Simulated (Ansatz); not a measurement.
# Br2FHOSi: a ladder of functionals and wavefunction methods

One table from this session's results is given with a row withheld; the runs are named, their logs left out.

Program: Ansatz 0.2.0, Gaussian basis. Level of theory: functionals in def2-TZVPP, the program's frozen cores in correlated methods. These are calculated values, not measurements.

Levels to be run: LDA (SPW92), PBE-D4, revPBE-D4, BLYP-D4, r2SCAN-D4, B97M-V, PBE0-D4, B3LYP-D4, r2SCANh-D4, r2SCAN0-D4, HSE06-D4, BHLYP-D4, CAM-B3LYP-D4, LC-ωPBE, ωB97X-V, ωB97M-V, B2PLYP, PBE-QIDH; CCSD(T)/def2-SVP; CCSD(T)/def2-TZVPP; MP2/def2-QZVPP; extrapolation to the limit; RPA on PBE.

## The geometry

All runs share one geometry, relaxed beforehand with PBE0-D4 in a triple-zeta def2 set.

6 atoms, charge 0, spin multiplicity 1.

Atoms are counted from 1 here; the program's logs count them from 0.

Bond lengths: O1–Si2 1.614 Å, O1–H6 0.960 Å, Si2–F3 1.580 Å, Si2–Br4 2.195 Å, Si2–Br5 2.178 Å. Angles: Si2–O1–H6 118.5°, O1–Si2–F3 111.0°, O1–Si2–Br4 111.3°, O1–Si2–Br5 107.8°, F3–Si2–Br4 106.6°, F3–Si2–Br5 108.1°, Br4–Si2–Br5 112.0°.

Set-up of the first run:

in.yaml

```yaml
crystal:
  periodic: [false, false, false]
  atoms:
    - {symbol: O, position_ang: [-0.410982, 0.267210, 1.241342]}
    - {symbol: Si, position_ang: [0.224575, 0.040890, -0.225123]}
    - {symbol: F, position_ang: [1.605330, -0.722339, -0.132222]}
    - {symbol: Br, position_ang: [-1.088434, -1.189644, -1.482303]}
    - {symbol: Br, position_ang: [0.592850, 2.000016, -1.102145]}
    - {symbol: H, position_ang: [-0.881240, -0.460232, 1.654349]}
basis:
  gaussian: {orbitals: def2-TZVPP}
hamiltonian: {xc: lda}
output: {orbitals: {seedname: orbitals}}
```

Run with:

```
> ansatz run in.yaml --threads 4 --pin off --events-out ev --progress --plain --max-ram 10444MiB
```

Steps of the session up to this table: LDA; PBE-D4 (GGA); revPBE-D4 (GGA); BLYP-D4 (GGA); r2SCAN-D4 (meta-GGA); B97M-V (meta-GGA); PBE0-D4 (hybrid); B3LYP-D4 (hybrid); r2SCANh-D4 (hybrid); r2SCAN0-D4 (hybrid); HSE06-D4 (hybrid); BHLYP-D4 (hybrid); CAM-B3LYP-D4 (range-separated); LC-ωPBE (range-separated); ωB97X-V (range-separated); ωB97M-V (range-separated); B2PLYP (double hybrid); PBE-QIDH (double hybrid).

One table of the session follows, with a row left open; its other results are not shown here.

It belongs to the step «Frontier levels by functional». 

| functional | HOMO (eV) | gap (eV) |
| --- | --- | --- |
| LDA (SPW92) | -7.66 | 6.03 |
| PBE-D4 | -7.48 | 6.13 |
| revPBE-D4 | -7.43 | 6.19 |
| BLYP-D4 | -7.30 | 6.02 |
| r2SCAN-D4 | -7.84 | 6.90 |
| B97M-V | -7.91 | 7.02 |
| PBE0-D4 | -8.79 | 8.40 |
| B3LYP-D4 | -8.51 | 7.83 |
| r2SCANh-D4 | -8.32 | 7.69 |
| r2SCAN0-D4 | -9.03 | 8.88 |
| HSE06-D4 | -8.40 | 7.63 |
| BHLYP-D4 | -9.92 | 10.50 |
| CAM-B3LYP-D4 | ? | ? |
| LC-ωPBE | -11.50 | 13.43 |
| ωB97X-V | -11.13 | 12.92 |
| ωB97M-V | -10.98 | 12.48 |

Q: Estimate the row for CAM-B3LYP-D4 from the others.

The run gave: HOMO (eV): -10.10; gap (eV): 10.73. In the column «HOMO (eV)» it lies between ωB97M-V (-10.98) and BHLYP-D4 (-9.92).
